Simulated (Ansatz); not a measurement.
# HC18Cl: the cost of one run

Method: DFT PBE+D3(BJ), plane waves, PAW, scalar-relativistic, no spin polarisation, in Ansatz 0.2.0.

**1. The system as given**

The cell holds 20 atoms (C18HCl): a = 7.398 Å, b = 7.398 Å, c = 11.000 Å, α = 90.00°, β = 90.00°, γ = 120.00°.

As a file:

```cif
data_structure
_symmetry_space_group_name_H-M 'P 1'
_symmetry_Int_Tables_number 1
_cell_length_a 7.3980
_cell_length_b 7.3980
_cell_length_c 11.0000
_cell_angle_alpha 90.000
_cell_angle_beta 90.000
_cell_angle_gamma 120.000
_cell_volume 521.38
loop_
_atom_site_label
_atom_site_type_symbol
_atom_site_fract_x
_atom_site_fract_y
_atom_site_fract_z
_atom_site_occupancy
C1 C 0.00000 0.00000 0.09091 1
C2 C 0.22222 0.11111 0.09091 1
C3 C 0.00000 0.33333 0.09091 1
C4 C 0.22222 0.44444 0.09091 1
C5 C 0.00000 0.66667 0.09091 1
C6 C 0.22222 0.77778 0.09091 1
C7 C 0.33333 0.00000 0.09091 1
C8 C 0.55556 0.11111 0.09091 1
C9 C 0.33333 0.33333 0.09091 1
C10 C 0.55556 0.44444 0.09091 1
C11 C 0.33333 0.66667 0.09091 1
C12 C 0.55556 0.77778 0.09091 1
C13 C 0.66667 0.00000 0.09091 1
C14 C 0.88889 0.11111 0.09091 1
C15 C 0.66667 0.33333 0.09091 1
C16 C 0.88889 0.44444 0.09091 1
C17 C 0.66667 0.66667 0.09091 1
C18 C 0.88889 0.77778 0.09091 1
Cl1 Cl 0.27715 0.12425 0.32182 1
H1 H 0.13382 0.94817 0.36273 1
```

**2. End point A**

input.yaml reads:

```yaml
crystal:
  lattice:
    - [7.398, 0.0, 0.0]
    - [-3.699, 6.406856, 0.0]
    - [0.0, 0.0, 11.0]
  atoms:
    - { symbol: C, position: [0.0, 0.0, 0.0909091] }
    - { symbol: C, position: [0.2222222, 0.1111111, 0.0909091] }
    - { symbol: C, position: [0.0, 0.3333333, 0.0909091] }
    - { symbol: C, position: [0.2222222, 0.4444444, 0.0909091] }
    - { symbol: C, position: [0.0, 0.6666667, 0.0909091] }
    - { symbol: C, position: [0.2222222, 0.7777778, 0.0909091] }
    - { symbol: C, position: [0.3333333, 0.0, 0.0909091] }
    - { symbol: C, position: [0.5555556, 0.1111111, 0.0909091] }
    - { symbol: C, position: [0.3333333, 0.3333333, 0.0909091] }
    - { symbol: C, position: [0.5555556, 0.4444444, 0.0909091] }
    - { symbol: C, position: [0.3333333, 0.6666667, 0.0909091] }
    - { symbol: C, position: [0.5555556, 0.7777778, 0.0909091] }
    - { symbol: C, position: [0.6666667, 0.0, 0.0909091] }
    - { symbol: C, position: [0.8888889, 0.1111111, 0.0909091] }
    - { symbol: C, position: [0.6666667, 0.3333333, 0.0909091] }
    - { symbol: C, position: [0.8888889, 0.4444444, 0.0909091] }
    - { symbol: C, position: [0.6666667, 0.6666667, 0.0909091] }
    - { symbol: C, position: [0.8888889, 0.7777778, 0.0909091] }
    - { symbol: Cl, position: [0.277151, 0.1242539, 0.3218182] }
    - { symbol: H, position: [0.1338225, -0.0518302, 0.3627273] }
basis:
  ecutwfc: 420.0
kpoints:
  mp_grid: { grid: [2, 2, 1] }
hamiltonian:
  xc: pbe
  dispersion: d3bj
  pseudopotentials: { kind: paw, azcp: { folder: soft_1 } }
scf:
  occupations: { method: gaussian, width: 0.02 }
  lower_state_search: "off"
relax:
  f_tol: 0.03
  max_steps: 60
  adjacent_minimum: "off"
```

Command:

```sh
$ ansatz run input.yaml --threads 1 --pin off --max-ram 3072MiB --backend cpu --events-out ev --progress --plain --runs-dir out
```

Q: Estimate wall time and peak memory on 1 thread of AMD EPYC 9R45 (Zen 5), shared host.

About 85 s, with a peak of 0.68 GiB.
